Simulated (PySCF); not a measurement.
# RuSBr: relaxation and vibrations of the quartet

Aim: relax RuSBr as a quartet from a PBE0 minimum start, check by its vibrations whether the end is a minimum, and collect its spectrum and constants.

Computed with PySCF 2.14.0. Level: PBE0, basis Ru def2-TZVP with ECP28, S def2-TZVP, Br def2-TZVP, scalar-relativistic core potentials, no spin–orbit coupling, density fitting.

## (1) The system as given

3 atoms, charge 0, spin multiplicity 4.

Bond lengths: Ru1–S2 2.043 Å, Ru1–Br3 2.337 Å. Angles: S2–Ru1–Br3 118.9°.

Z-matrix (Å, degrees; charge 0 multiplicity 4):
```
Ru
S  1 2.0429
Br 1 2.3373 2 118.86
```

## (2) First SCF at the start

One driver script runs all steps and calls PySCF; scf.py shows how it sets up the SCF of each step. The optimiser is the driver's own. After this first run the driver tries any further starts and a stability analysis.

scf.py reads:

```python
from pyscf import gto, scf, dft
mol = gto.M(atom='''
Ru     0.000000    -0.767290     0.000000
S      2.021180    -1.064080    -0.000000
Br    -0.818840     1.421860     0.000000''',
    basis={'Ru': 'def2-TZVP', 'S': 'def2-TZVP', 'Br': 'def2-TZVP'},
    ecp={'Ru': 'def2-TZVP'},
    charge=0, spin=3)
mf = dft.UKS(mol, xc='PBE0')
mf.grids.atom_grid = (50, 194)
aux = {'Ru': 'def2-universal-JKFIT', 'S': 'def2-universal-JKFIT', 'Br': 'def2-universal-JKFIT'}
mf = mf.density_fit(auxbasis=aux)
mf.conv_tol = 1e-08
mf.diis_space = 10
mf.max_cycle = 60
mf.init_guess = 'minao'
mf.verbose = 4
mf.kernel()
```

Run with:

```console
OMP_NUM_THREADS=4 python axn.py task.json out
```

The runs that follow: PBE0 minimum start, quartet: relaxation; Is it a minimum? Harmonic modes.

What does the calculation give? Wanted: minimum; geometry; wavenumbers; dipole moment; highest occupied, lowest empty level; polar-tensor charge of Ru1; zero-point energy; atomisation energy; ⟨S²⟩.

As calculated:

| quantity | value |
| --- | --- |
| minimum | quartet, Cs |
| geometry | Ru–Br 2.348 Å, Ru–S 2.043 Å; Br–Ru–S 118.2° |
| wavenumbers (cm⁻¹) | 83 (a'), 286 (a'), 557 (a') |
| dipole moment | 2.45 D |
| highest occupied, lowest empty level (either spin) | -6.97, -3.93 eV |
| polar-tensor charge of Ru1 | +0.91 e |
| zero-point energy | 5.5 kJ/mol |
| entropy at 298.15 K | 327.0 J/(mol K) |
| atomisation energy (no zero-point energy) | 679 kJ/mol |
| ⟨S²⟩ | 3.774 |

The molecule stays Cs, as typed, and the end point is a minimum. In the infrared the band at 557 cm⁻¹ (a', stretch) leads. Most of the spin sits on Ru1 (Mulliken spin 2.38, against 3 for the whole molecule). The first SCF alone would have been 3 kJ/mol too high. Only this shape and spin were tried, so other structures or states may lie lower. Open d and f shells are described by one determinant, and the ground state may have another occupation or spin.
